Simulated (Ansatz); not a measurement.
Predict the output of the script below (the Ansatz DFT code, driven from Python).

The script, `dimer_h3isi.py`:
```python
"""Interaction energy of two H3ISi molecules, with the counterpoise correction."""

import ansatz as az

FIRST = [
    ("Si", (-0.1346, 0.0433, -0.0455)),
    ("I", (1.9011, -0.921, 0.7263)),
    ("H", (-1.1947, 0.1264, 1.045)),
    ("H", (-0.6576, -0.712, -1.1774)),
    ("H", (0.0857, 1.4631, -0.5482)),
]
SECOND = [
    ("Si", (-0.4723, -3.2976, -1.1525)),
    ("I", (-1.7548, -4.0073, 0.724)),
    ("H", (0.9139, -2.8019, -0.7619)),
    ("H", (-1.1766, -2.2507, -1.8827)),
    ("H", (-0.2653, -4.4377, -2.1396)),
]

def energy(atoms, ghosts=()):
    molecule = az.Crystal.molecule()
    for symbol, xyz in atoms:
        molecule = molecule.atom(symbol, xyz)
    calc = (
        molecule.calculation()
        .basis(gaussian="def2-SVPD")
        .functional("r2scan")  # exchange and correlation
    )
    deck = calc.input()
    if ghosts:
        deck = deck.set(az.key.basis.gaussian.ghost_atoms, [{"symbol": s, "position_ang": list(xyz)} for s, xyz in ghosts])
    return az.Session.from_dict(deck).plan().execute().report["free_energy_ev"]

# ghost atoms carry the functions of the partner
both = energy(FIRST + SECOND)
alone = energy(FIRST) + energy(SECOND)
ghosted = energy(FIRST, SECOND) + energy(SECOND, FIRST)
print(f"dimer {both:.6f} eV")
print(f"interaction, uncorrected   {23.060548 * (both - alone):8.3f} kcal/mol")
print(f"interaction, counterpoise  {23.060548 * (both - ghosted):8.3f} kcal/mol")
print(f"basis-set superposition    {23.060548 * (alone - ghosted):8.3f} kcal/mol")
```

```console
$ python dimer_h3isi.py
dimer -32055.400246 eV
interaction, uncorrected      9.346 kcal/mol
interaction, counterpoise    10.368 kcal/mol
basis-set superposition       1.022 kcal/mol
```

Uncorrected it is 9.346 kcal/mol, with the counterpoise correction 10.368 kcal/mol; the difference, 1.02 kcal/mol, is the superposition error. In this basis both values are repulsive.

The settings weren't tested for convergence. The dimer is a generated trial pose of unrelaxed monomers, not a minimum, so the figure is no binding energy, and the basis set is small. def2 sets replace the cores of elements past krypton by effective core potentials. This level lacks the dispersion part of the attraction (electrostatics and induction are there), which can decide the sign where the interaction is weak. It ran for 33 s on 1 thread of Intel(R) Xeon(R) Platinum 8375C CPU @ 2.90GHz (Ice Lake), on a shared host, peak memory 0.33 GiB.

(Lines on the test bed's own set-up are left out of the output.)
